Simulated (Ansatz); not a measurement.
# CdSe4: the cost of one run

Computed with Ansatz 0.2.0 (DFT PBE, scalar-relativistic, plane waves, PAW, unless a step's input says otherwise).

1 further run of the same task is left out (it didn't finish).

### Step 1. Starting point

It takes space group I4/mmm (No. 139, tetragonal). The conventional cell has a = 5.139 Å, b = 5.139 Å, c = 9.717 Å, α = 90.00°, β = 90.00°, γ = 90.00°. Around Cd (site symmetry 4/mmm) lie 6 Se at 2.38 to 2.57 Å. Se (site symmetry 4mm) has 1 Cd at 2.38 Å as nearest neighbours. Se (site symmetry mmm) is surrounded by 2 Cd at 2.57 Å.

Structure file:

```xyz
5
Lattice="-2.5697 2.5697 4.8587 2.5697 -2.5697 4.8587 2.5697 2.5697 -4.8587" Properties=species:S:1:pos:R:3 pbc="T T T"
Cd    0.0000    0.0000    0.0000
Se    0.0000    0.0000    2.3807
Se    0.0000    0.0000    7.3366
Se    0.0000    2.5697    0.0000
Se    2.5697    0.0000    0.0000
```

A structure generator made this guess: species swapped into a database cell of PbF4 (I4/mmm, No. 139), with Cd on the Pb sites and Se on the F sites. Lengths come from tabulated atomic sizes and are only a guess.

### Step 2. A first look at the guess

input.yaml

```yaml
crystal:
  lattice:
    - [-2.56970484, 2.56970484, 4.85865979]
    - [2.56970484, -2.56970484, 4.85865979]
    - [2.56970484, 2.56970484, -4.85865979]
  atoms:
    - { symbol: Cd, position: [0.0, 0.0, 0.0] }
    - { symbol: Se, position: [0.245, 0.245, 0.0] }
    - { symbol: Se, position: [0.755, 0.755, 0.0] }
    - { symbol: Se, position: [0.5, 0.0, 0.5] }
    - { symbol: Se, position: [0.0, 0.5, 0.5] }
basis:
  ecutwfc: 420
kpoints:
  mp_grid: { grid: [6, 6, 6] }
hamiltonian:
  xc: pbe
scf:
  occupations: { method: gaussian, width: 0.1 }
  lower_state_search: "off"
output:
  forces: true
  stress: true
  eigenvalues: true
```

The run is started by

```sh
$ ansatz run input.yaml --threads 1 --pin off --max-ram 2560MiB --backend cpu --events-out ev --progress --plain --runs-dir out
```

Q: Estimate wall time and peak memory on 1 thread of Intel Xeon at 2.50GHz (Skylake/Cascade Lake), shared host.

About 23 s, with a peak of 0.51 GiB.
